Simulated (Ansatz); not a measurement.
# H2OSiZn: basis-set convergence

The task here is to estimate one member of a computed series from the others.

Method: one geometry, several basis sets; program: Ansatz 0.2.0, Gaussian basis.

Plan: PBE0-D4/def2-SVP; ωB97M-V/def2-SVP; PBE0-D4/def2-QZVPP; ωB97M-V/def2-QZVPP; the functionals' def2-TZVPP values are taken from earlier runs.

## The geometry

All runs share one geometry, relaxed beforehand with PBE0-D4 in a triple-zeta def2 set.

5 atoms, charge 0, spin multiplicity 1.

Atoms are counted from 1 here; the program's logs count them from 0.

Bond lengths: O1–Si2 1.527 Å, Si2–Zn3 2.761 Å, Si2–H4 1.490 Å, Si2–H5 1.490 Å. Angles: O1–Si2–Zn3 97.7°, O1–Si2–H4 123.9°, O1–Si2–H5 123.9°, Zn3–Si2–H4 93.0°, Zn3–Si2–H5 93.0°, H4–Si2–H5 110.3°.

Set-up of the first run:

in.yaml reads:

```yaml
crystal:
  periodic: [false, false, false]
  atoms:
    - {symbol: O, position_ang: [1.557941, -0.584399, -0.396298]}
    - {symbol: Si, position_ang: [0.270710, 0.234132, -0.327637]}
    - {symbol: Zn, position_ang: [-1.062497, -1.327287, 1.518055]}
    - {symbol: H, position_ang: [-0.831789, 0.133270, -1.325537]}
    - {symbol: H, position_ang: [0.115433, 1.470585, 0.490016]}
basis:
  gaussian: {orbitals: def2-SVP}
hamiltonian: {xc: pbe0, dispersion: d4}
output: {orbitals: {seedname: orbitals}}
```

Launch:

```bash
$ ansatz run in.yaml --threads 2 --pin off --events-out ev --progress --plain --max-ram 4352MiB
```

Steps of the session up to this table: PBE0-D4 in def2-SVP; ωB97M-V in def2-SVP; PBE0-D4 in def2-QZVPP; ωB97M-V in def2-QZVPP.

One table of the session follows, with a row left open; its other results are not shown here.

It belongs to the step «Density functionals: the series». 

| functional | basis | HOMO (eV) | LUMO (eV) |
| --- | --- | --- | --- |
| PBE0-D4 | def2-SVP | ? | ? |
| PBE0-D4 | def2-TZVPP | -7.15 | -2.59 |
| PBE0-D4 | def2-QZVPP | -7.16 | -2.63 |
| ωB97M-V | def2-SVP | -8.82 | -0.42 |
| ωB97M-V | def2-TZVPP | -9.15 | -0.81 |
| ωB97M-V | def2-QZVPP | -9.18 | -0.90 |

Q: Estimate the row for PBE0-D4, def2-SVP from the others.

**Answer.** HOMO (eV): -6.84; LUMO (eV): -2.26. In the column «HOMO (eV)» it is the highest.
